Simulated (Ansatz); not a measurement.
# YSe: from the listed structure to its properties

One table from this session's results is given with a row withheld; the runs are named, their logs left out.

Computed with Ansatz 0.2.0 (DFT r2SCAN, scalar-relativistic, plane waves, PAW, unless a step's input says otherwise).

## The structure to begin with

The structure is cubic, space group Fm-3m (No. 225). The conventional cell has a = 5.703 Å, b = 5.703 Å, c = 5.703 Å, α = 90.00°, β = 90.00°, γ = 90.00°. Y (site symmetry m-3m) has 6 Se at 2.85 Å as nearest neighbours. Se (site symmetry m-3m) has 6 Y at 2.85 Å as nearest neighbours.

Coordinates:

```
CELL_PARAMETERS angstrom
0.00000 2.85150 2.85150
2.85150 0.00000 2.85150
2.85150 2.85150 0.00000
ATOMIC_POSITIONS crystal
Y 0.50000 0.50000 0.50000
Se 0.00000 0.00000 0.00000
```

Source of the structure: the Crystallography Open Database.

Set-up of the first run:

(A quick probe on a coarse mesh, which set the mesh and smearing, is not shown.)

input.yaml

```yaml
crystal:
  lattice:
    - [0.0, 2.8515, 2.8515]
    - [2.8515, 0.0, 2.8515]
    - [2.8515, 2.8515, 0.0]
  atoms:
    - { symbol: "Y", position: [0.5, 0.5, 0.5] }
    - { symbol: Se, position: [0.0, 0.0, 0.0] }
basis:
  ecutwfc: 500
kpoints:
  mp_grid: { grid: [12, 12, 12] }
hamiltonian:
  xc: r2scan
scf:
  occupations: { method: gaussian, width: 0.1 }
output:
  forces: true
  stress: true
  eigenvalues: true
relax:
  adjacent_minimum: "off"
  f_tol: 0.005
  max_steps: 80
  cell: { stress_tol: 0.05 }
```

Command:

```bash
$ ansatz run input.yaml --threads 1 --pin off --max-ram 2560MiB --backend cpu --events-out ev --progress --plain --runs-dir out
```

Among the steps run: Relaxing cell and atoms; Electronic structure at the relaxed geometry; The cell scaled to 0.97 of its volume; The cell scaled to 1.03 of its volume; Point at V/V0 = 0.94; The cell scaled to 1.06 of its volume.

One of the session's tables, all rows but one given; the rest of the session is left out.

It belongs to the step «Fit of the equation of state». 

| volume (Å³/atom) | energy above the lowest point (meV/atom) | pressure (GPa) |
| --- | --- | --- |
| 22.444 | 25.0 | 5.94 |
| 23.161 | 5.8 | 2.73 |
| 23.877 | 0.0 | -0.01 |
| 24.593 | ? | ? |
| 25.310 | 20.5 | -4.32 |

Q: Estimate the row for volume (Å³/atom) = 24.593 from the others.

Worked estimate for «energy above the lowest point (meV/atom)». A straight line through the neighbours (23.877, 0.0) and (25.310, 20.5) gives 0.0 + (20.5 − 0.0) × (24.593 − 23.877) / (25.310 − 23.877) = 10.2; a parabola fitted to 3 rows on both sides gives 4.9.

The run gave: energy above the lowest point (meV/atom): 5.5; pressure (GPa): -2.34. In «energy above the lowest point (meV/atom)» the line misses by +4.7 and the parabola by -0.6.

To keep in mind: The final runs have no spin polarisation, so no magnetic state was tried and one may lie lower.
